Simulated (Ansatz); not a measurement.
**C2H3Se− (SMILES C=C[Se-]): molecular dynamics**

The task is to watch the atoms for 30 steps of 0.5 fs, started with velocities for 700 K and run at constant energy.

Method: BHLYP-D4/6-31G; program: Ansatz 0.2.0, Gaussian basis.

1 further run of the same task is left out (it didn't finish).

## (1) The starting structure

SMILES `C=C[Se-]`, 6 atoms, charge -1, spin multiplicity 1.

Atoms are counted from 1 here; the program's logs count them from 0.

Bond lengths: C1–C2 1.323 Å, C1–H4 1.077 Å, C1–H5 1.082 Å, C2–Se3 1.873 Å, C2–H6 1.085 Å. Angles: C2–C1–H4 121.6°, C2–C1–H5 121.4°, H4–C1–H5 116.9°, C1–C2–Se3 125.5°, C1–C2–H6 121.0°, Se3–C2–H6 113.5°.

Coordinates:

```xyz
6

C    -0.4704    0.1383   -0.5732
C     0.3148    0.0540    0.4883
Se    1.3739   -1.4223    0.9435
H    -0.5598   -0.6731   -1.2754
H    -1.0549    1.0264   -0.7738
H     0.3964    0.8768    1.1905
```

## (2) Dynamics

Input file md/in.yaml:

```yaml
crystal:
  periodic: [false, false, false]
  atoms:
    - {symbol: C, position_ang: [-0.470380, 0.138280, -0.573220]}
    - {symbol: C, position_ang: [0.314810, 0.053970, 0.488330]}
    - {symbol: Se, position_ang: [1.373870, -1.422310, 0.943490]}
    - {symbol: H, position_ang: [-0.559760, -0.673120, -1.275360]}
    - {symbol: H, position_ang: [-1.054940, 1.026380, -0.773760]}
    - {symbol: H, position_ang: [0.396390, 0.876790, 1.190530]}
basis:
  gaussian: {orbitals: 6-31G}
total_charge: -1
hamiltonian: {xc: {name: BHLYP}, dispersion: d4}
md: {n_steps: 30, timestep: 0.5, temperature: 700, ensemble: nve, seed: 335, initial_velocities: maxwell_boltzmann}
```

Started as:

```bash
> ansatz run in.yaml --threads 2 --pin off --events-out ev --progress --plain --max-ram 3481MiB
```

**Question.** What will these runs give? Wanted: temperature at the start; mean temperature, second half; lowest and highest potential energy, from the first frame; largest change of potential + kinetic.

The runs gave:

| quantity | value |
| --- | --- |
| length | 30 steps, 15.0 fs |
| temperature at the start | 700 K |
| mean temperature, second half | 449 K |
| lowest and highest potential energy, from the first frame | 0 and 281 meV |
| largest change of potential + kinetic | 3.5 meV |

In words: With no thermostat the total energy should stay fixed; it holds within 3.5 meV, small beside the kinetic energy, so the time step serves. The instant temperature ranges from 164 to 700 K, as energy passes between motion and strain. The molecule keeps its bonds.
